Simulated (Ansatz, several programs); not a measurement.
Sn built on the diamond prototype, relaxed with PBE in Ansatz (plane waves, PAW): the symmetry is Fd-3m (No. 227, cubic); a = 6.658 Å in the conventional setting, 36.90 Å³ an atom. Around Sn lie 4 Sn at 2.88 Å. The cell was then scaled with its shape and fractional coordinates held. No spin polarisation and no zero-point or thermal motion.

```tsv
V (Å³/atom)	E (meV/atom)
34.683	16.61
36.897	0.00
38.004	3.66
39.111	13.50
```

Task: Pass a cubic E = c₀ + c₁u + c₂u² + c₃u³, with u = V − 37.174 Å³, through these points.

Result: c₀ = 0.26, c₁ = +1.773, c₂ = 2.934, c₃ = -0.1656 (meV and Å³).

Task: Where is the minimum, and what bulk modulus follows?

Result: dE/du = 0 at u = -0.295, so V₀ = 36.88 Å³. B = V₀ d²E/dV² = 36.88 × (2c₂ + 6c₃u) = 36.88 × 6.160 = 227 meV/Å³, and 1 meV/Å³ is 0.16022 GPa: 36 GPa. A third-order Birch-Murnaghan fit to all five points gives 36.88 Å³ and 36 GPa.

Task: Predict the energy and the pressure at the withheld volume, 35.790 Å³.

Result: With u = -1.384: E ≈ 3.87 meV and P = −dE/dV ≈ +1.17 GPa. The run gives 3.83 meV and, from its stress, +1.16 GPa.
